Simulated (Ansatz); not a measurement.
# Cs3Pt: the cost of one run

Computed with Ansatz 0.2.0 (DFT PBE, scalar-relativistic, plane waves, PAW, unless a step's input says otherwise).

## 1. The structure to begin with

It takes space group Pm-3m (No. 221, cubic). The conventional cell has a = 5.778 Å, b = 5.778 Å, c = 5.778 Å, α = 90.00°, β = 90.00°, γ = 90.00°. Cs (site symmetry 4/mmm) is surrounded by 4 Pt at 4.09 Å and 8 Cs at 4.09 Å. Pt (site symmetry m-3m) is surrounded by 12 Cs at 4.09 Å.

Coordinates:

```
Cs Pt
1.0
     5.77765    0.00000    0.00000
     0.00000    5.77765    0.00000
     0.00000    0.00000    5.77765
Cs Pt
3 1
Direct
  0.00000 0.00000 0.50000
  0.00000 0.50000 0.00000
  0.50000 0.00000 0.00000
  0.50000 0.50000 0.50000
```

The structure comes from the Materials Project (structure only).

## 2. A distortion of lower symmetry

Against the listed cell: strain xx, yy, zz, yz, xz, xy = -1.2, -1.2, -1.2, -6.0, -6.0, -6.0 %.

File input.yaml:

```yaml
crystal:
  lattice:
    - [5.7092455885, -0.34665918, -0.34665918]
    - [-0.34665918, 5.7092455885, -0.34665918]
    - [-0.34665918, -0.34665918, 5.7092455885]
  atoms:
    - { symbol: Cs, position: [0.0, 0.0, 0.5] }
    - { symbol: Cs, position: [0.0, 0.5, 0.0] }
    - { symbol: Cs, position: [0.5, 0.0, 0.0] }
    - { symbol: Pt, position: [0.5, 0.5, 0.5] }
basis:
  ecutwfc: 420
kpoints:
  mp_grid: { grid: [9, 9, 9] }
hamiltonian:
  xc: pbe
scf:
  occupations: { method: gaussian, width: 0.1 }
output:
  forces: true
  stress: true
  eigenvalues: true
```

Started as:

```
> ansatz run input.yaml --threads 1 --pin off --max-ram 1331MiB --backend cpu --events-out ev --progress --plain --runs-dir out
```

Q: Estimate wall time and peak memory on 1 thread of an x86-64 CPU, shared host.

About 29 s, with a peak of 0.63 GiB.
